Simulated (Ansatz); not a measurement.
# SiClF3 + SiH4O: a complex and its separated parts, part 2 of 3

Ansatz 0.2.0, Gaussian basis. Earlier steps stand in the parts before.

### 10 B3LYP-D4/def2-TZVPP

The inputs:

parta/in.yaml

```yaml
crystal:
  periodic: [false, false, false]
  atoms:
    - {symbol: Si, position_ang: [-0.230929, 0.987388, 1.840985]}
    - {symbol: F, position_ang: [-0.038954, -0.555492, 1.652677]}
    - {symbol: F, position_ang: [-1.490610, 1.435279, 1.025253]}
    - {symbol: Cl, position_ang: [-0.460908, 1.430267, 3.777492]}
    - {symbol: F, position_ang: [1.025111, 1.719563, 1.258671]}
basis:
  gaussian: {orbitals: def2-TZVPP}
hamiltonian: {xc: {name: B3LYP}, dispersion: d4}
```

partb/in.yaml

```yaml
crystal:
  periodic: [false, false, false]
  atoms:
    - {symbol: O, position_ang: [0.225502, 0.338901, -1.081295]}
    - {symbol: Si, position_ang: [0.044601, -1.194024, -1.657936]}
    - {symbol: H, position_ang: [1.008946, 0.824015, -1.341599]}
    - {symbol: H, position_ang: [0.032033, -1.222453, -3.146526]}
    - {symbol: H, position_ang: [-1.254392, -1.673592, -1.134057]}
    - {symbol: H, position_ang: [1.139398, -2.089951, -1.193660]}
basis:
  gaussian: {orbitals: def2-TZVPP}
hamiltonian: {xc: {name: B3LYP}, dispersion: d4}
```

One command serves all of them, each in its own folder.

Command:

```bash
$ ansatz run in.yaml --threads 4 --pin off --events-out ev --progress --plain --max-ram 66560MiB --backend cpu
```

parta printed (excerpt; [...] marks lines left out):

```text
Functional definition: B3LYP
  name "B3LYP"
  cite "Stephens, Devlin, Chabalowski & Frisch, J. Phys. Chem. 98, 11623 (1994) doi:10.1021/j100096a001"
  cite "Becke, Phys. Rev. A 38, 3098 (1988) doi:10.1103/PhysRevA.38.3098"
  cite "Lee, Yang & Parr, Phys. Rev. B 37, 785 (1988) doi:10.1103/PhysRevB.37.785"
  cite "Vosko, Wilk & Nusair, Can. J. Phys. 58, 1200 (1980) doi:10.1139/p80-159"
[...]
1072 factors; their error is unknown
[...]
mean field -28563.20662305 eV, -1049.6784825601 hartree, gradient 6.5e-5 eV, S^2 0.000000; 0 other end points of the search recorded, 0 dependent functions left out
reference -28563.20682729 eV, -1049.6784900660 hartree; 29, 29 occupied and 148, 148 virtual orbitals, 1072 factors
Total energy: -28563.40993678 eV, -1049.6859542021 hartree
```

Log of partb (excerpt; [...] marks lines left out):

```text
[... 6 set-up lines as earlier in the session ...]
[...]
678 factors; their error is unknown
[...]
mean field -9992.74262530 eV, -367.2265181557 hartree, gradient 2.1e-5 eV, S^2 0.000000; 0 other end points of the search recorded, 0 dependent functions left out
reference -9992.74283515 eV, -367.2265258673 hartree; 13, 13 occupied and 116, 116 virtual orbitals, 678 factors
Total energy: -9992.84752659 eV, -367.2303732067 hartree
```

Times: 1.4 s (parta), 0.55 s (partb) on 4 threads of AMD EPYC 7R13, shared host.

### 11 r2SCAN0-D4/def2-TZVPP

Each input of step 10 (parta, partb) changes in the same lines:

```diff
-hamiltonian: {xc: {name: B3LYP}, dispersion: d4}
+hamiltonian: {xc: {name: r2SCAN0}, dispersion: d4}
```

Each run has its own folder and the same command.

Command:

```bash
$ ansatz run in.yaml --threads 4 --pin off --events-out ev --progress --plain --max-ram 66560MiB --backend cpu
```

Output in parta (excerpt; [...] marks lines left out):

```text
Functional definition: r2SCAN0
  name "r2SCAN0"
  cite "Bursch, Neugebauer, Ehlert & Grimme, J. Chem. Phys. 156, 134105 (2022) doi:10.1063/5.0086040"
[... 3 set-up lines as earlier in the session ...]
[...]
1084 factors; their error is unknown
[...]
mean field -28556.43738726 eV, -1049.4297177334 hartree, gradient 4.3e-5 eV, S^2 0.000000; 0 other end points of the search recorded, 0 dependent functions left out
reference -28556.43739321 eV, -1049.4297179519 hartree; 29, 29 occupied and 148, 148 virtual orbitals, 1084 factors
Total energy: -28556.46999812 eV, -1049.4309161602 hartree
```

Log of partb (excerpt; [...] marks lines left out):

```text
[... 6 set-up lines as earlier in the session ...]
[...]
678 factors; their error is unknown
[...]
mean field -9989.76143858 eV, -367.1169615642 hartree, gradient 1.4e-5 eV, S^2 0.000000; 0 other end points of the search recorded, 0 dependent functions left out
reference -9989.76144685 eV, -367.1169618683 hartree; 13, 13 occupied and 116, 116 virtual orbitals, 678 factors
Total energy: -9989.77847449 eV, -367.1175876223 hartree
```

Wall times: 2.2 s (parta), 0.9 s (partb) on 4 threads of AMD EPYC 7R13, shared host.

### 12 BHLYP-D4/def2-TZVPP

The same edit goes into each in.yaml of step 11 (parta, partb):

```diff
-hamiltonian: {xc: {name: r2SCAN0}, dispersion: d4}
+hamiltonian: {xc: {name: BHLYP}, dispersion: d4}
```

The same command starts each run, in its folder.

Command:

```bash
$ ansatz run in.yaml --threads 4 --pin off --events-out ev --progress --plain --max-ram 66560MiB --backend cpu
```

Log of parta (excerpt; [...] marks lines left out):

```text
Functional definition: BHLYP
  name "BHLYP"
  cite "Becke, J. Chem. Phys. 98, 1372 (1993) doi:10.1063/1.464304"
[... 2 set-up lines as earlier in the session ...]
[...]
1179 factors; their error is unknown
[...]
mean field -28559.67034197 eV, -1049.5485266276 hartree, gradient 4.3e-5 eV, S^2 0.000000; 0 other end points of the search recorded, 0 dependent functions left out
reference -28559.67047648 eV, -1049.5485315706 hartree; 29, 29 occupied and 148, 148 virtual orbitals, 1179 factors
Total energy: -28559.83026947 eV, -1049.5544038547 hartree
```

Output in partb (excerpt; [...] marks lines left out):

```text
[... 5 set-up lines as earlier in the session ...]
[...]
723 factors; their error is unknown
[...]
mean field -9991.01748771 eV, -367.1631205184 hartree, gradient 3.1e-5 eV, S^2 0.000000; 0 other end points of the search recorded, 0 dependent functions left out
reference -9991.01762938 eV, -367.1631257247 hartree; 13, 13 occupied and 116, 116 virtual orbitals, 723 factors
Total energy: -9991.09242198 eV, -367.1658743020 hartree
```

Times: 1.3 s (parta), 0.5 s (partb) on 4 threads of AMD EPYC 7R13, shared host.

### 13 CAM-B3LYP-D4/def2-TZVPP

Each input of step 12 (parta, partb) changes in the same lines:

```diff
-hamiltonian: {xc: {name: BHLYP}, dispersion: d4}
+hamiltonian: {xc: {name: CAM-B3LYP}, dispersion: d4}
```

The same command starts each run, in its folder.

Command:

```bash
$ ansatz run in.yaml --threads 4 --pin off --events-out ev --progress --plain --max-ram 66560MiB --backend cpu
```

Output in parta (excerpt; [...] marks lines left out):

```text
Functional definition: CAM-B3LYP
  name "CAM-B3LYP"
  cite "Yanai, Tew & Handy, Chem. Phys. Lett. 393, 51 (2004) doi:10.1016/j.cplett.2004.06.011"
  cite "Iikura, Tsuneda, Yanai & Hirao, J. Chem. Phys. 115, 3540 (2001) doi:10.1063/1.1383587"
[... 2 set-up lines as earlier in the session ...]
[...]
1072 factors; their error is unknown
188 factors; integrals over basis functions are off by at most 1.8e-5 eV
[...]
mean field -28561.33774122 eV, -1049.6098024199 hartree, gradient 6.3e-5 eV, S^2 0.000000; 0 other end points of the search recorded, 0 dependent functions left out
reference -28561.33784067 eV, -1049.6098060744 hartree; 29, 29 occupied and 148, 148 virtual orbitals, 1072 factors
Total energy: -28561.44248124 eV, -1049.6136515444 hartree
```

partb printed (excerpt; [...] marks lines left out):

```text
[... 6 set-up lines as earlier in the session ...]
[...]
  # Exact exchange under (alpha + beta erf(omega r))/r, Becke's under what is left of 1/r.
[...]
678 factors; their error is unknown
177 factors; integrals over basis functions are off by at most 1.4e-5 eV
[...]
mean field -9991.52624908 eV, -367.1818171539 hartree, gradient 8.3e-5 eV, S^2 0.000000; 0 other end points of the search recorded, 0 dependent functions left out
reference -9991.52635103 eV, -367.1818209004 hartree; 13, 13 occupied and 116, 116 virtual orbitals, 678 factors
Total energy: -9991.57905665 eV, -367.1837577962 hartree
```

Times: 1.6 s (parta), 0.76 s (partb) on 4 threads of AMD EPYC 7R13, shared host.

### 14 wB97X-V/def2-TZVPP

The same edit goes into each in.yaml of step 13 (parta, partb):

```diff
-hamiltonian: {xc: {name: CAM-B3LYP}, dispersion: d4}
+hamiltonian: {xc: {name: wB97X-V}}
```

One command serves all of them, each in its own folder.

Command:

```bash
$ ansatz run in.yaml --threads 4 --pin off --events-out ev --progress --plain --max-ram 66560MiB --backend cpu
```

Output in parta (excerpt; [...] marks lines left out):

```text
Functional definition: wB97X-V
  name "wB97X-V"
  cite "Mardirossian & Head-Gordon, Phys. Chem. Chem. Phys. 16, 9904 (2014) doi:10.1039/C3CP54374A"
[... 2 set-up lines as earlier in the session ...]
[...]
      + integral(e_c_pw_opposite_spin*poly(b97_u_opposite, cos0, cos1)) + vv10(b, c)
1069 factors; their error is unknown
172 factors; integrals over basis functions are off by at most 3.5e-5 eV
[...]
mean field -28556.48242003 eV, -1049.4313726572 hartree, gradient 6.5e-5 eV, S^2 0.000000; 0 other end points of the search recorded, 0 dependent functions left out
reference -28556.48241863 eV, -1049.4313726058 hartree; 29, 29 occupied and 148, 148 virtual orbitals, 1069 factors
Total energy: -28556.48241863 eV, -1049.4313726058 hartree
```

Log of partb (excerpt; [...] marks lines left out):

```text
[... 5 set-up lines as earlier in the session ...]
[...]
      + integral(e_c_pw_opposite_spin*poly(b97_u_opposite, cos0, cos1)) + vv10(b, c)
678 factors; their error is unknown
163 factors; integrals over basis functions are off by at most 1.4e-5 eV
[...]
mean field -9989.99690813 eV, -367.1256149108 hartree, gradient 4.8e-5 eV, S^2 0.000000; 0 other end points of the search recorded, 0 dependent functions left out
reference -9989.99690641 eV, -367.1256148475 hartree; 13, 13 occupied and 116, 116 virtual orbitals, 678 factors
Total energy: -9989.99690641 eV, -367.1256148475 hartree
```

They took 3 s (parta), 1.3 s (partb) on 4 threads of AMD EPYC 7R13, shared host.

### 15 wB97M-V/def2-TZVPP

Each input of step 14 (parta, partb) changes in the same lines:

```diff
-hamiltonian: {xc: {name: wB97X-V}}
+hamiltonian: {xc: {name: wB97M-V}}
```

The same command starts each run, in its folder.

Command:

```bash
$ ansatz run in.yaml --threads 4 --pin off --events-out ev --progress --plain --max-ram 66560MiB --backend cpu
```

Log of parta (excerpt; [...] marks lines left out):

```text
Functional definition: wB97M-V
  name "wB97M-V"
  cite "Mardirossian & Head-Gordon, J. Chem. Phys. 144, 214110 (2016) doi:10.1063/1.4952647"
[... 2 set-up lines as earlier in the session ...]
  # Of w^i u^j: cxij and so on, Table III.
[...]
  gx(w, u) = 1 - cx + cx01*u + cx10*w
[...]
      + integral(e_c_pw_mod_opposite_spin*gos(b97_w_opposite, b97_u_opposite)) + vv10(b, c)
1069 factors; their error is unknown
172 factors; integrals over basis functions are off by at most 3.5e-5 eV
[...]
mean field -28559.63248538 eV, -1049.5471354236 hartree, gradient 4.5e-5 eV, S^2 0.000000; 0 other end points of the search recorded, 0 dependent functions left out
reference -28559.63251986 eV, -1049.5471366905 hartree; 29, 29 occupied and 148, 148 virtual orbitals, 1069 factors
Total energy: -28559.63251986 eV, -1049.5471366905 hartree
```

Output in partb (excerpt; [...] marks lines left out):

```text
[... 5 set-up lines as earlier in the session ...]
  # Of w^i u^j: cxij and so on, Table III.
[...]
  gx(w, u) = 1 - cx + cx01*u + cx10*w
[...]
      + integral(e_c_pw_mod_opposite_spin*gos(b97_w_opposite, b97_u_opposite)) + vv10(b, c)
678 factors; their error is unknown
163 factors; integrals over basis functions are off by at most 1.4e-5 eV
[...]
mean field -9990.45382421 eV, -367.1424062669 hartree, gradient 4.2e-5 eV, S^2 0.000000; 0 other end points of the search recorded, 0 dependent functions left out
reference -9990.45386638 eV, -367.1424078165 hartree; 13, 13 occupied and 116, 116 virtual orbitals, 678 factors
Total energy: -9990.45386638 eV, -367.1424078165 hartree
```

They took 3.2 s (parta), 1.3 s (partb) on 4 threads of AMD EPYC 7R13, shared host.

### 16 B2PLYP/def2-TZVPP

The same edit goes into each in.yaml of step 15 (parta, partb):

```diff
-hamiltonian: {xc: {name: wB97M-V}}
+hamiltonian: {xc: {name: B2PLYP}}
```

One command serves all of them, each in its own folder.

Command:

```bash
$ ansatz run in.yaml --threads 4 --pin off --events-out ev --progress --plain --max-ram 66560MiB --backend cpu
```

Output in parta (excerpt; [...] marks lines left out):

```text
Functional definition: B2PLYP
  name "B2PLYP"
  cite "Grimme, J. Chem. Phys. 124, 034108 (2006) doi:10.1063/1.2148954"
[... 2 set-up lines as earlier in the session ...]
[...]
1121 factors; integrals over basis functions are off by at most 9.3e-4 eV
[...]
mean field -28542.52005079 eV, -1048.9182650517 hartree, gradient 4.3e-6 eV, S^2 0.000000; 0 other end points of the search recorded, 0 dependent functions left out
13 core orbitals not correlated: weight in the atoms' cores, before any rotation towards them, 1.000 or more for the frozen orbitals, at most 0.000 for the correlated occupied ones
reference -28542.52017648 eV, -1048.9182696708 hartree; 16, 16 occupied and 148, 148 virtual orbitals, 1121 factors
second order -33.64048511 eV of doubles, -0.00000000 eV of singles
Total energy: -28551.60310746 eV, -1049.2520612276 hartree
```

partb printed (excerpt; [...] marks lines left out):

```text
[... 5 set-up lines as earlier in the session ...]
[...]
746 factors; integrals over basis functions are off by at most 1.0e-3 eV
[...]
mean field -9983.99658295 eV, -366.9051070276 hartree, gradient 2.8e-6 eV, S^2 0.000000; 0 other end points of the search recorded, 0 dependent functions left out
6 core orbitals not correlated: weight in the atoms' cores, before any rotation towards them, 1.000 or more for the frozen orbitals, at most 0.000 for the correlated occupied ones
reference -9983.99671523 eV, -366.9051118886 hartree; 7, 7 occupied and 116, 116 virtual orbitals, 746 factors
second order -12.31574666 eV of doubles, -0.00000000 eV of singles
Total energy: -9987.32196683 eV, -367.0273126309 hartree
```

Times: 2.3 s (parta), 0.85 s (partb) on 4 threads of AMD EPYC 7R13, shared host.

### 17 PBE-QIDH/def2-TZVPP

The same edit goes into each in.yaml of step 16 (parta, partb):

```diff
-hamiltonian: {xc: {name: B2PLYP}}
+hamiltonian: {xc: {name: PBE-QIDH}}
```

One command serves all of them, each in its own folder.

Command:

```bash
$ ansatz run in.yaml --threads 4 --pin off --events-out ev --progress --plain --max-ram 66560MiB --backend cpu
```

Output in parta (excerpt; [...] marks lines left out):

```text
Functional definition: PBE-QIDH
  name "PBE-QIDH"
  cite "Brémond, Sancho-García, Pérez-Jiménez & Adamo, J. Chem. Phys. 141, 031101 (2014) doi:10.1063/1.4890314"
[... 1 set-up line as earlier in the session ...]
[...]
1121 factors; integrals over basis functions are off by at most 9.3e-4 eV
[...]
mean field -28531.44956976 eV, -1048.5114323774 hartree, gradient 8.6e-6 eV, S^2 0.000000; 0 other end points of the search recorded, 0 dependent functions left out
13 core orbitals not correlated: weight in the atoms' cores, before any rotation towards them, 1.000 or more for the frozen orbitals, at most 0.000 for the correlated occupied ones
reference -28531.44957768 eV, -1048.5114326688 hartree; 16, 16 occupied and 148, 148 virtual orbitals, 1121 factors
second order -31.45879157 eV of doubles, -0.00000000 eV of singles
Total energy: -28541.93584154 eV, -1048.8967957576 hartree
```

partb printed (excerpt; [...] marks lines left out):

```text
[... 4 set-up lines as earlier in the session ...]
[...]
746 factors; integrals over basis functions are off by at most 1.0e-3 eV
[...]
mean field -9979.98619390 eV, -366.7577279484 hartree, gradient 3.7e-6 eV, S^2 0.000000; 0 other end points of the search recorded, 0 dependent functions left out
6 core orbitals not correlated: weight in the atoms' cores, before any rotation towards them, 1.000 or more for the frozen orbitals, at most 0.000 for the correlated occupied ones
reference -9979.98620414 eV, -366.7577283245 hartree; 7, 7 occupied and 116, 116 virtual orbitals, 746 factors
second order -11.46634350 eV of doubles, -0.00000000 eV of singles
Total energy: -9983.80831864 eV, -366.8981884416 hartree
```

They took 2.4 s (parta), 0.95 s (partb) on 4 threads of AMD EPYC 7R13, shared host.

### 18 RPA on PBE/def2-TZVPP

The same edit goes into each in.yaml of step 17 (parta, partb):

```diff
-hamiltonian: {xc: {name: PBE-QIDH}}
+hamiltonian: {xc: pbe}
+correlation: {method: rpa}
```

The same command starts each run, in its folder.

Command:

```bash
$ ansatz run in.yaml --threads 4 --pin off --events-out ev --progress --plain --max-ram 66560MiB --backend cpu
```

Log of parta (excerpt; [...] marks lines left out):

```text
[... 4 set-up lines as earlier in the session ...]
[...]
1121 factors; integrals over basis functions are off by at most 9.3e-4 eV
[...]
mean field -28545.42064881 eV, -1049.0248600627 hartree, gradient 6.5e-6 eV, S^2 0.000000; 0 other end points of the search recorded, 0 dependent functions left out
13 core orbitals not correlated: weight in the atoms' cores, before any rotation towards them, 1.000 or more for the frozen orbitals, at most 0.000 for the correlated occupied ones
reference -28493.67154101 eV, -1047.1231154279 hartree; 16, 16 occupied and 148, 148 virtual orbitals, 1121 factors
Total energy: -28536.47016587 eV, -1048.6959358814 hartree
```

Log of partb (excerpt; [...] marks lines left out):

```text
[... 4 set-up lines as earlier in the session ...]
[...]
746 factors; integrals over basis functions are off by at most 1.0e-3 eV
[...]
mean field -9985.38598703 eV, -366.9561666857 hartree, gradient 5.8e-6 eV, S^2 0.000000; 0 other end points of the search recorded, 0 dependent functions left out
6 core orbitals not correlated: weight in the atoms' cores, before any rotation towards them, 1.000 or more for the frozen orbitals, at most 0.000 for the correlated occupied ones
reference -9964.30994896 eV, -366.1816365724 hartree; 7, 7 occupied and 116, 116 virtual orbitals, 746 factors
Total energy: -9981.80801004 eV, -366.8246784564 hartree
```

They took 2.1 s (parta), 0.9 s (partb) on 4 threads of AMD EPYC 7R13, shared host.

(Continued in part 3 of 3.)
